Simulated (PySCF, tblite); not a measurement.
# C6H9N3: geometry, infrared bands and NMR shifts

What infrared bands and NMR shifts should C6H9N3 (`C=Cn1nncc1CC`) show?

The runs use tblite 0.8.0 and PySCF 2.14.0, with density-fitted response routines of our own; the level of theory stands in each step. All values are computed, except where a source is named. Atoms count from 0, in the outputs and in this text.

## 1. Starting geometry

18 atoms, charge 0, multiplicity 1; geometry from: force field or distance geometry start.

Bonds of the start (Å): C0–C1 1.36, C1–N2 1.39, N2–N3 1.37, N3–N4 1.32, N4–C5 1.36, C5–C6 1.37, C6–C7 1.48, C7–C8 1.52, C6–N2 1.41, C0–H9 1.08, C0–H10 1.08, C1–H11 1.08, C5–H12 1.08, C7–H13 1.10, C7–H14 1.11, C8–H15 1.09, C8–H16 1.09, C8–H17 1.10.

## 2. Geometry optimisation with GFN2-xTB

What the job is given:

```
{"job": {"kind": "relax", "xc": "GFN2-xTB", "basis": "xTB"}, "charge": 0, "multiplicity": 1}
C      2.908100    -0.808000     0.432600
C      1.626500    -0.616900     0.027900
N      0.916700     0.566200     0.176300
N      1.370500     1.735500     0.721300
N      0.420700     2.647100     0.706000
C     -0.676300     2.099200     0.115100
C     -0.411500     0.796100    -0.234100
C     -1.288100    -0.202600    -0.888400
C     -1.973600    -1.120200     0.117400
H      3.467400    -0.009800     0.907600
H      3.391600    -1.762600     0.293700
H      1.097400    -1.447900    -0.422900
H     -1.587100     2.666200    -0.011400
H     -0.727200    -0.806400    -1.620000
H     -2.067500     0.328200    -1.468100
H     -2.637600    -1.825000    -0.385800
H     -1.249100    -1.687600     0.701700
H     -2.589700    -0.545000     0.819600
```

Command:

```bash
$ OMP_NUM_THREADS=1 python probes_run.py task.json out
```

The driver reads the jobs from task.json and runs them one after another.

**Question.** This job is followed by: GFN2-xTB harmonic vibrations, gas phase; GIAO PBE0/pcSseg-1 NMR shielding, non-relativistic, gas phase. What will the session give for the following? strongest single infrared mode (GFN2-xTB); zero-point energy (GFN2-xTB); 13C shifts against TMS (PBE0/pcSseg-1); 1H shifts against TMS (PBE0/pcSseg-1, means over atoms taken as alike); 15N shifts against NH3 (PBE0/pcSseg-1).

As calculated:

```
                                                              quantity                                       value
                             strongest single infrared mode (GFN2-xTB)                        1372 cm⁻¹, 77 km/mol
                                          zero-point energy (GFN2-xTB)                               91.1 kcal/mol
                                13C shifts against TMS (PBE0/pcSseg-1)  144.3, 136.2, 131.7, 111.0, 20.5, 18.6 ppm
1H shifts against TMS (PBE0/pcSseg-1, means over atoms taken as alike)      7.51, 7.14, 7.04, 5.41, 2.78, 1.19 ppm
                                15N shifts against NH3 (PBE0/pcSseg-1)                     392.1, 390.9, 274.8 ppm
```

**Reading.** The optimisation took 39 steps and gained 0.225 eV; among the close pairs (by a distance rule), N3–N4 changed most, from 1.317 to 1.272 Å. No mode is imaginary among the 48: a minimum at this level. The strongest single mode, at 1372 cm⁻¹, is spread over many atoms; the largest shares are those of N3, N4. GFN2-xTB is a fitted tight-binding method: band positions and strengths are rough. Its intensities can rank the bands wrongly. At PBE0/pcSseg-1: Shielding is most anisotropic at N4 (span 592 ppm, paramagnetic term -453 ppm). NICS(1)zz of -29 ppm above the planar ring from N2 marks a diatropic (aromatic) ring current.
